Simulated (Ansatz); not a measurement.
# Ag: an axial (c/a) deformation path

One table from this session's results is given with a row withheld; the runs are named, their logs left out.

This is Ag in the hcp structure; at room conditions it is fcc.

Computed with Ansatz 0.2.0 (DFT r2SCAN, scalar-relativistic, plane waves, PAW, unless a step's input says otherwise).

1 further run of the same task is left out (set aside as unsound or not needed).

### The structure to begin with

The structure is hexagonal, space group P6_3/mmc (No. 194). The conventional cell has a = 2.930 Å, b = 2.930 Å, c = 4.790 Å, α = 90.00°, β = 90.00°, γ = 120.00°. Ag (site symmetry -6m2) is surrounded by 12 Ag at 2.93 Å.

As a file:

```
Ag
1.0
     2.93000    0.00000    0.00000
    -1.46500    2.53745    0.00000
     0.00000    0.00000    4.79000
Ag
2
Direct
  0.33333 0.66667 0.25000
  0.66667 0.33333 0.75000
```

The structure comes from the Crystallography Open Database.

The first run:

The input, input.yaml:

```yaml
crystal:
  lattice:
    - [2.9299980804, 0.0, 0.0]
    - [-1.4649990402, 2.5374527707, 0.0]
    - [0.0, 0.0, 4.79]
  atoms:
    - { symbol: Ag, position: [0.3333333333, 0.6666666667, 0.25] }
    - { symbol: Ag, position: [0.6666666667, 0.3333333333, 0.75] }
basis:
  ecutwfc: 500
kpoints:
  mp_grid: { grid: [9, 9, 4] }
hamiltonian:
  xc: r2scan
scf:
  occupations: { method: gaussian, width: 0.1 }
output:
  forces: true
  stress: true
  eigenvalues: true
```

Steps of the session up to this table: A first look at the start; The reference: the undisturbed cell on the scan's mesh; Point ρ = 0.850; Point ρ = 1.200; Point ρ = 0.920; ρ = 1.100; At ρ = 0.960; ρ = 1.050.

One table of the session follows, with a row left open; its other results are not shown here.

The scan, with free energies counted from the undisturbed cell:

```
    ρ  ΔE (meV/atom)  pressure (GPa)
0.850           71.6             0.1
0.920              ?               ?
0.960            5.7            -2.3
1.000            0.0            -2.6
1.050            5.1            -2.4
1.100           24.3            -1.6
1.200          107.3             1.7
```

Q: Estimate the row for ρ = 0.920 from the others.

Worked estimate for «ΔE (meV/atom)». A straight line through the neighbours (0.850, 71.6) and (0.960, 5.7) gives 71.6 + (5.7 − 71.6) × (0.920 − 0.850) / (0.960 − 0.850) = 29.7; a parabola fitted to 3 rows on both sides gives 21.1.

The run gave: ΔE (meV/atom): 20.8; pressure (GPa): -1.8. In «ΔE (meV/atom)» the line misses by +8.9 and the parabola by +0.3.
